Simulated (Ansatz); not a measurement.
# NiMoIrPdW (P3m1) in Ansatz: a series of runs

The runs below take NiMoIrPdW through band structure, projected density of states, electric field gradients, with PBE.

Everything below comes from runs of Ansatz 0.2.0. Logs are shortened: lines on timing, memory, paths and dates and some standing lists are left out, and cuts for length are marked.

### 1 Starting point

Symmetry: P3m1, No. 156, trigonal system. Conventional cell: a = 2.766 Å, b = 2.766 Å, c = 11.023 Å, α = 90.00°, β = 90.00°, γ = 120.00°. Ni (site symmetry 3m) is surrounded by 3 Mo at 2.60 Å and 3 Pd at 2.71 Å and 6 Ni at 2.77 Å. Around Mo (site symmetry 3m) lie 3 Ni at 2.60 Å and 6 Mo at 2.77 Å and 3 Ir at 2.82 Å. Pd (site symmetry 3m) has 3 Ni at 2.71 Å and 3 W at 2.74 Å and 6 Pd at 2.77 Å as nearest neighbours. Ir (site symmetry 3m) has 3 W at 2.74 Å and 6 Ir at 2.77 Å and 3 Mo at 2.82 Å as nearest neighbours. Around W (site symmetry 3m) lie 3 Pd at 2.74 Å and 3 Ir at 2.74 Å and 6 W at 2.77 Å.

The cell was built by a generator and needn't be a form met in nature.

### 2 Band structure, PBE, collinear spin, ferromagnetic start

Input file input.yaml:

```yaml
crystal:
  lattice:
    - [2.76616, 0.0, 0.0]
    - [-1.38308, 2.39557, 0.0]
    - [0.0, 0.0, 11.02292]
  atoms:
    - { symbol: Ni, position: [0.33333, 0.66667, 0.59712], spin: 1.0 }
    - { symbol: Mo, position: [0.0, 0.0, 0.41074], spin: 1.0 }
    - { symbol: Pd, position: [0.66667, 0.33333, 0.7952] }
    - { symbol: Ir, position: [0.66667, 0.33333, 0.1996], spin: 0.6 }
    - { symbol: W, position: [0.33333, 0.66667, 0.99734] }
hamiltonian:
  xc: pbe
  pseudopotentials: { kind: paw }
magnetization:
  spin_polarized: true
kpoints:
  mp_grid: { grid: [11, 11, 3] }
  band_path:
    path:
      - [[0.0, 0.0, 0.0], [0.5, 0.0, 0.0], [0.3333333333, 0.3333333333, 0.0], [0.0, 0.0, 0.0], [0.0, 0.0, 0.5], [0.5, 0.0, 0.5], [0.3333333333, 0.3333333333, 0.5], [0.0, 0.0, 0.5]]
      - [[0.5, 0.0, 0.5], [0.5, 0.0, 0.0]]
      - [[0.3333333333, 0.3333333333, 0.0], [0.3333333333, 0.3333333333, 0.5]]
    npoints: 14
scf:
  occupations: { method: fermi_dirac, width: 0.05 }
  n_extra_bands: 12
output:
  forces: true
  stress: true
  eigenvalues: true
  fatbands: true
```

Potentials or basis: Ansatz PAW.

Launch:

```console
$ ansatz run input.yaml --threads 8 --pin off --max-ram 20480MiB --backend cpu --events-out ev --progress --plain --runs-dir out
```

The program printed:

```text
Warning: the atoms were moved onto the symmetric positions of the space group found under crystal.symmetry.tolerance 1.0e-5 (fractional; no operation is sought that the atoms, as they stand in a round, miss by more than twice it, and no atom is moved by as much as it), and the run uses the moved positions. Before a round's move an operation carried an atom to 2.77e-5 Å from where it should land, the largest such distance. Atom 0 (counting from 0) moved farthest, by 1.60e-5 Å; the longest move in fractions of the cell, of whichever atom, is 0.47 of the tolerance, in 1 round. To run the atoms as typed, lower crystal.symmetry.tolerance until the operations that they miss are no longer found, or set crystal.symmetry.detect: false (a key that needs symmetry detection or time reversal refuses this as the deck is read). The positions used, in the order of the run's atom list: position: [0.3333333333333333, 0.6666666666666666, 0.59712]; position: [0.0, 0.0, 0.41074]; position: [0.6666666666666666, 0.3333333333333333, 0.7952]; position: [0.6666666666666666, 0.3333333333333333, 0.1996]; position: [0.3333333333333333, 0.6666666666666666, 0.99734]; The lattice was moved too: crystal.lattice keeps the space group found at crystal.symmetry.tolerance 1.0e-5 only nearly: the operation that it misses by the most changes a squared length by the fraction 3.74e-6. The run uses the lattice that is a stretch of the typed one, with no rotation, onto the one that keeps every operation to a double's rounding (on a very oblique basis the stretch itself rounds by more); the deck's lattice vector that moved farthest moved by 2.98e-6 Å. To run the lattice as typed, set crystal.symmetry.tolerance under 3.73e-6, the least fraction by which an operation that the lattice misses changes a squared length (the same key also sets how far an atom may lie from its image, so lowering it can lose operations that the atoms keep only within it), or set crystal.symmetry.detect: false, as for the atoms. crystal.lattice made exact, in Å and degrees: [[2.766162984364202, 0.0, 0.0], [-1.383081492182101, 2.3955674154675757, 0.0], [0.0, 0.0, 11.02292]]. Pasted over the deck's crystal.lattice, beside positions in fractional coordinates, it runs the same cell (given as lengths and angles, that cell in the form's own orientation, a rigid turn of the misfit's size from the one run here, for which a checkpoint.post_process_only pass over this run's state can be refused: where this run relaxes nothing, give such a pass this deck's own crystal.lattice, as typed; behind a relaxation, as crystal.lattice, the state's own cell, identity.cell in its checkpoint.json), and a matrix so pasted ends this notice, except on a very skew basis of the lattice, where the rounding of the pasted numbers themselves can read as a misfit: the cell is then moved again, and that move is told again. The lattice as run is in this notice's lattice.as_run_ang field (Run.prep()["deck_notices"] in Python, the deck_notice line of an events file, deck_notices of ansatz run --dry-run=json, or deck_notices in record.json in the deck's checkpoint.write directory).
Warning: RAYON_NUM_THREADS=8 ignored (pool sized by the plan → 8); use --threads N
scf.n_extra_bands = 12 over 41 filled bands (N_el = 81.0): the run solves 53 bands
Engine: ansatz 0.2.0, aarch64-unknown-linux-gnu
Pseudopotentials: kind: paw
Pseudopotential: Ni, paw, valence charge 18, recommended cutoff 420 eV (normal), Ni.paw.azcp
Pseudopotential: Mo, paw, valence charge 14, recommended cutoff 420 eV (normal), Mo.paw.azcp
Pseudopotential: Pd, paw, valence charge 18, recommended cutoff 420 eV (normal), Pd.paw.azcp
Pseudopotential: Ir, paw, valence charge 17, recommended cutoff 420 eV (normal), Ir.paw.azcp
Pseudopotential: W, paw, valence charge 14, recommended cutoff 420 eV (normal), W.paw.azcp
Functional definition: PBE
  parameter kappa = 0.804
  parameter beta = 0.06672455060314922
  exchange = pbe_x(kappa = kappa, mu = beta*pi^2/3)
[... 106 lines left out ...]
  E_ewald      = -11065.974354
  E_smearing   = -0.045979  (= −TS)
  E_closure    = 0.000000  (closes the sum)
  Σ components = -40088.689584   (vs F -40088.689584, Δ=0.00e0)
--- Forces (eV/Å), atoms counted from 1 ---
  atom   1  Ni     0.00000000     0.00000000    -0.04268317
  atom   2  Mo    -0.00000000    -0.00000000    -0.05817529
  atom   3  Pd    -0.00000000     0.00000000    -0.07327508
  atom   4  Ir     0.00000000     0.00000000     0.01327402
  atom   5  W      0.00000000     0.00000000     0.16091696
  max |Σ_I F_I| component: 5.74e-5 eV/Å
--- Stress (GPa, compression-positive) ---
        0.605565      -0.000000       0.000000
       -0.000000       0.605565       0.000000
        0.000000       0.000000      -0.781911
  P = ⅓ Tr σ = 0.1431 GPa (1.431 kbar)
--- Band table (eV; the first three rows and the last of 84) ---
  k-point 0 ↑: bands = ["-81.9306", "-71.4561", "-63.7421", "-52.9973", "-42.4884", "-42.2223", "-42.2223", "-40.0122", "-29.5856", "-29.2474", "-29.2474", "-28.3411", "-28.0837", "-28.0837", "-17.4170", "-16.6057", "-16.6057", "-14.1859", "-13.3749", "-13.3749", "11.6850", "13.5260", "14.1766", "15.0195", "15.9486", "17.7897", "17.7897", "17.8135", "17.8904", "17.8904", "18.5005", "18.7829", "18.7829", "19.2858", "19.2858", "19.3182", "19.5710", "19.5710", "19.9951", "19.9951", "20.1279", "20.7163", "20.7163", "20.8238", "21.4136", "21.4136", "23.3573", "23.3573", "24.2545", "24.2545", "30.3494", "31.7851", "34.0463"]
  k-point 1 ↑: bands = ["-81.9306", "-71.4561", "-63.7421", "-52.9973", "-42.4884", "-42.2223", "-42.2223", "-40.0122", "-29.5856", "-29.2474", "-29.2474", "-28.3411", "-28.0836", "-28.0836", "-17.4171", "-16.6057", "-16.6057", "-14.1860", "-13.3749", "-13.3749", "11.7216", "13.3171", "14.2683", "15.1655", "16.0060", "17.7887", "17.7887", "17.8657", "17.8922", "17.8922", "18.3962", "18.7600", "18.7600", "19.2084", "19.3606", "19.3606", "19.6057", "19.6057", "19.6185", "19.8457", "19.8457", "20.8006", "20.8006", "21.3987", "21.3987", "21.4824", "23.3422", "23.3422", "24.2619", "24.2619", "29.5750", "32.8661", "33.9715"]
  k-point 2 ↑: bands = ["-81.9303", "-71.4534", "-63.7394", "-52.9890", "-42.4878", "-42.2263", "-42.2233", "-39.9973", "-29.5824", "-29.2713", "-29.2532", "-28.3356", "-28.1240", "-28.0934", "-17.4036", "-16.7040", "-16.6280", "-14.1709", "-13.4762", "-13.3978", "12.0008", "13.8285", "14.4186", "15.2564", "16.1180", "17.5264", "17.6847", "17.8769", "17.9638", "18.1169", "18.3418", "18.6452", "18.7470", "18.7756", "19.3484", "19.4111", "19.5297", "19.6222", "19.6348", "19.9730", "20.2074", "20.5436", "20.9417", "20.9677", "21.4620", "21.5730", "23.3198", "23.7304", "24.2121", "24.6277", "30.5554", "31.7779", "34.7194"]
  k-point 41 ↓: bands = ["-81.9251", "-71.4185", "-63.7045", "-52.8802", "-42.4799", "-42.2623", "-42.2526", "-39.7985", "-29.5407", "-29.4828", "-29.4255", "-28.4758", "-28.3806", "-28.2636", "-17.5283", "-17.3041", "-17.2262", "-14.3319", "-14.0982", "-13.9716", "15.7250", "15.9097", "16.3532", "16.5181", "16.8208", "16.8809", "17.0207", "17.1312", "17.4260", "17.7647", "17.9623", "18.4413", "18.7904", "19.1128", "19.4271", "19.7012", "20.3919", "20.5878", "20.9654", "21.1354", "21.3120", "21.5820", "22.5719", "22.9676", "23.5576", "25.5646", "25.9784", "27.0671", "27.6657", "27.8334", "28.9490", "29.4331", "29.9082"]
```

bands.tsv:

```text
[... 151 lines left out ...]
```

It took 39 s on 8 threads of Arm Neoverse V1, shared host; peak memory 0.91 GiB.

What came out:

```
Free energy            : -40088.6896 eV
Pressure               : 0.1 GPa
Largest force          : 0.161 eV/Å
Band gap on the k mesh : none (metal or under the smearing width)
Net moment             : 0.00 μB per cell
Absolute moment        : 0.00 μB per cell
```

Forces on the atoms (eV/Å):
```
Ni   0.000  0.000 -0.043
Mo   0.000  0.000 -0.058
Pd   0.000  0.000 -0.073
Ir   0.000  0.000  0.013
W    0.000  0.000  0.161
```

Stress tensor (GPa, compression positive):
```
 0.61  0.00  0.00
 0.00  0.61  0.00
 0.00  0.00 -0.78
```

Levels at the corners of the path, in eV from the Fermi level:
Spin up:
```csv
point,band 37,band 38,band 39,band 40,band 41,band 42,band 43,band 44
Γ,-1.48,-1.48,-1.05,-1.05,-0.92,-0.33,-0.33,-0.22
M,-0.41,-0.37,-0.21,0.66,1.08,1.28,1.61,2.27
K,-0.53,-0.19,-0.13,-0.09,0.07,0.58,1.40,1.81
Γ,-1.48,-1.48,-1.05,-1.05,-0.92,-0.33,-0.33,-0.22
A,-1.50,-1.41,-1.41,-1.27,-1.27,-0.22,-0.22,0.35
L,-0.58,-0.37,-0.29,0.61,1.08,1.46,2.14,2.39
H,-0.52,-0.21,-0.16,-0.08,0.10,0.40,1.42,2.05
A,-1.50,-1.41,-1.41,-1.27,-1.27,-0.22,-0.22,0.35
L,-0.58,-0.37,-0.29,0.61,1.08,1.46,2.14,2.39
M,-0.41,-0.37,-0.21,0.66,1.08,1.28,1.61,2.27
K,-0.53,-0.19,-0.13,-0.09,0.07,0.58,1.40,1.81
H,-0.52,-0.21,-0.16,-0.08,0.10,0.40,1.42,2.05
```
Spin down:
```
point  band 36  band 37  band 38  band 39  band 40  band 41  band 42  band 43  band 44  band 45
    Γ    -1.73    -1.48    -1.48    -1.05    -1.05    -0.92    -0.33    -0.33    -0.22     0.37
    M    -0.59    -0.41    -0.37    -0.21     0.66     1.08     1.28     1.61     2.27     2.72
    K    -1.37    -0.53    -0.19    -0.13    -0.09     0.07     0.58     1.40     1.81     2.52
    Γ    -1.73    -1.48    -1.48    -1.05    -1.05    -0.92    -0.33    -0.33    -0.22     0.37
    A    -1.66    -1.50    -1.41    -1.41    -1.27    -1.27    -0.22    -0.22     0.35     0.35
    L    -0.88    -0.58    -0.37    -0.29     0.61     1.08     1.46     2.14     2.39     2.58
    H    -1.37    -0.52    -0.21    -0.16    -0.08     0.10     0.40     1.42     2.05     2.58
    A    -1.66    -1.50    -1.41    -1.41    -1.27    -1.27    -0.22    -0.22     0.35     0.35
    L    -0.88    -0.58    -0.37    -0.29     0.61     1.08     1.46     2.14     2.39     2.58
    M    -0.59    -0.41    -0.37    -0.21     0.66     1.08     1.28     1.61     2.27     2.72
    K    -1.37    -0.53    -0.19    -0.13    -0.09     0.07     0.58     1.40     1.81     2.52
    H    -1.37    -0.52    -0.21    -0.16    -0.08     0.10     0.40     1.42     2.05     2.58
```

Caveat: spin-orbit coupling is left out, which moves the levels of the heavy elements; the starting moments weren't kept.

### 3 Projected density of states, PBE, collinear spin, ferromagnetic start

input.yaml, as its differences from that of step 2:

```diff
@@ -18,8 +18,2 @@
   mp_grid: { grid: [11, 11, 3] }
-  band_path:
-    path:
-      - [[0.0, 0.0, 0.0], [0.5, 0.0, 0.0], [0.3333333333, 0.3333333333, 0.0], [0.0, 0.0, 0.0], [0.0, 0.0, 0.5], [0.5, 0.0, 0.5], [0.3333333333, 0.3333333333, 0.5], [0.0, 0.0, 0.5]]
-      - [[0.5, 0.0, 0.5], [0.5, 0.0, 0.0]]
-      - [[0.3333333333, 0.3333333333, 0.0], [0.3333333333, 0.3333333333, 0.5]]
-    npoints: 14
 scf:
@@ -31,2 +25,2 @@
   eigenvalues: true
-  fatbands: true
+  dos: { projected: true, de: 0.05, nscf_kmesh: { grid: [17, 17, 5] } }
```

Potentials or basis: Ansatz PAW.

Launch:

```console
$ ansatz run input.yaml --threads 8 --pin off --max-ram 20480MiB --backend cpu --events-out ev --progress --plain --runs-dir out
```

The program printed:

```text
Warning: the atoms were moved onto the symmetric positions of the space group found under crystal.symmetry.tolerance 1.0e-5 (fractional; no operation is sought that the atoms, as they stand in a round, miss by more than twice it, and no atom is moved by as much as it), and the run uses the moved positions. Before a round's move an operation carried an atom to 2.77e-5 Å from where it should land, the largest such distance. Atom 0 (counting from 0) moved farthest, by 1.60e-5 Å; the longest move in fractions of the cell, of whichever atom, is 0.47 of the tolerance, in 1 round. To run the atoms as typed, lower crystal.symmetry.tolerance until the operations that they miss are no longer found, or set crystal.symmetry.detect: false (a key that needs symmetry detection or time reversal refuses this as the deck is read). The positions used, in the order of the run's atom list: position: [0.3333333333333333, 0.6666666666666666, 0.59712]; position: [0.0, 0.0, 0.41074]; position: [0.6666666666666666, 0.3333333333333333, 0.7952]; position: [0.6666666666666666, 0.3333333333333333, 0.1996]; position: [0.3333333333333333, 0.6666666666666666, 0.99734]; The lattice was moved too: crystal.lattice keeps the space group found at crystal.symmetry.tolerance 1.0e-5 only nearly: the operation that it misses by the most changes a squared length by the fraction 3.74e-6. The run uses the lattice that is a stretch of the typed one, with no rotation, onto the one that keeps every operation to a double's rounding (on a very oblique basis the stretch itself rounds by more); the deck's lattice vector that moved farthest moved by 2.98e-6 Å. To run the lattice as typed, set crystal.symmetry.tolerance under 3.73e-6, the least fraction by which an operation that the lattice misses changes a squared length (the same key also sets how far an atom may lie from its image, so lowering it can lose operations that the atoms keep only within it), or set crystal.symmetry.detect: false, as for the atoms. crystal.lattice made exact, in Å and degrees: [[2.766162984364202, 0.0, 0.0], [-1.383081492182101, 2.3955674154675757, 0.0], [0.0, 0.0, 11.02292]]. Pasted over the deck's crystal.lattice, beside positions in fractional coordinates, it runs the same cell (given as lengths and angles, that cell in the form's own orientation, a rigid turn of the misfit's size from the one run here, for which a checkpoint.post_process_only pass over this run's state can be refused: where this run relaxes nothing, give such a pass this deck's own crystal.lattice, as typed; behind a relaxation, as crystal.lattice, the state's own cell, identity.cell in its checkpoint.json), and a matrix so pasted ends this notice, except on a very skew basis of the lattice, where the rounding of the pasted numbers themselves can read as a misfit: the cell is then moved again, and that move is told again. The lattice as run is in this notice's lattice.as_run_ang field (Run.prep()["deck_notices"] in Python, the deck_notice line of an events file, deck_notices of ansatz run --dry-run=json, or deck_notices in record.json in the deck's checkpoint.write directory).
[... 139 lines left out ...]
  k-point 41 ↓: bands = ["-81.9251", "-71.4185", "-63.7045", "-52.8802", "-42.4799", "-42.2623", "-42.2526", "-39.7985", "-29.5407", "-29.4828", "-29.4255", "-28.4758", "-28.3806", "-28.2636", "-17.5283", "-17.3041", "-17.2262", "-14.3319", "-14.0982", "-13.9716", "15.7250", "15.9097", "16.3532", "16.5181", "16.8208", "16.8809", "17.0207", "17.1312", "17.4260", "17.7647", "17.9623", "18.4413", "18.7904", "19.1128", "19.4271", "19.7012", "20.3919", "20.5878", "20.9654", "21.1354", "21.3120", "21.5820", "22.5719", "22.9676", "23.5576", "25.5646", "25.9784", "27.0671", "27.6657", "27.8334", "28.9490", "29.4331", "29.9082"]
```

Run time: 41 s. Hardware: 8 threads of Arm Neoverse V1, shared host; peak memory 0.97 GiB.

Results:

| Quantity | Value |
| --- | --- |
| Free energy | -40088.6896 eV |
| Pressure | 0.1 GPa |
| Largest force | 0.161 eV/Å |
| Band gap on the k mesh | none (metal or under the smearing width) |
| Net moment | 0.00 μB per cell |
| Absolute moment | 0.00 μB per cell |
| Density of states at the Fermi level | 6.91 states/eV per cell |

Forces in eV/Å, atoms in the order of the input:
```
Ni   0.000  0.000 -0.043
Mo   0.000  0.000 -0.058
Pd   0.000  0.000 -0.073
Ir   0.000  0.000  0.013
W    0.000  0.000  0.161
```

Stress tensor (GPa, compression positive):
```
 0.61  0.00  0.00
 0.00  0.61  0.00
 0.00  0.00 -0.78
```

Levels at points of the mesh, in eV from the Fermi level:
Spin up:
```
           k point  band 36  band 37  band 38  band 39  band 40  band 41  band 42  band 43  band 44  band 45
(0.00, 0.00, 0.00)    -1.73    -1.48    -1.48    -1.05    -1.05    -0.92    -0.33    -0.33    -0.22     0.37
```
Spin down:
```tsv
k point	band 36	band 37	band 38	band 39	band 40	band 41	band 42	band 43	band 44	band 45
(0.00, 0.00, 0.00)	-1.73	-1.48	-1.48	-1.05	-1.05	-0.92	-0.33	-0.33	-0.22	0.37
```

States per cell in windows of 1 eV (zero at the Fermi level; states under -8 eV left out):
```tsv
from (eV)	up	down	Pd 4d up	Pd 4d down	Ni 3d up	Ni 3d down	Ir 5d down	Ir 5d up
-8.0	0.23	0.23	0.00	0.00	0.00	0.00	0.02	0.02
-7.0	0.97	0.97	0.05	0.05	0.00	0.00	0.32	0.32
-6.0	2.16	2.16	0.55	0.55	0.03	0.03	0.66	0.66
-5.0	2.79	2.79	1.00	1.00	0.11	0.11	0.68	0.68
-4.0	3.42	3.42	1.14	1.14	0.47	0.47	0.64	0.64
-3.0	3.76	3.76	1.01	1.01	0.87	0.87	0.78	0.78
-2.0	4.44	4.44	0.54	0.54	1.98	1.98	0.52	0.52
-1.0	2.72	2.72	0.35	0.35	0.99	0.99	0.28	0.28
0.0	2.14	2.14	0.16	0.16	0.29	0.29	0.35	0.35
1.0	1.80	1.80	0.07	0.07	0.11	0.11	0.29	0.29
2.0	1.74	1.74	0.06	0.06	0.05	0.05	0.23	0.23
3.0	1.08	1.08	0.02	0.02	0.02	0.02	0.08	0.08
4.0	0.91	0.91	0.01	0.01	0.02	0.02	0.04	0.04
5.0	0.78	0.78	0.01	0.01	0.01	0.01	0.02	0.02
6.0	0.65	0.65	0.00	0.00	0.01	0.01	0.01	0.01
7.0	0.58	0.58	0.00	0.00	0.01	0.01	0.01	0.01
```

Caveat: the starting moments weren't kept. The run has no spin-orbit coupling, so splittings on Ir, W are missing.

(Continued in part 2 of 2.)
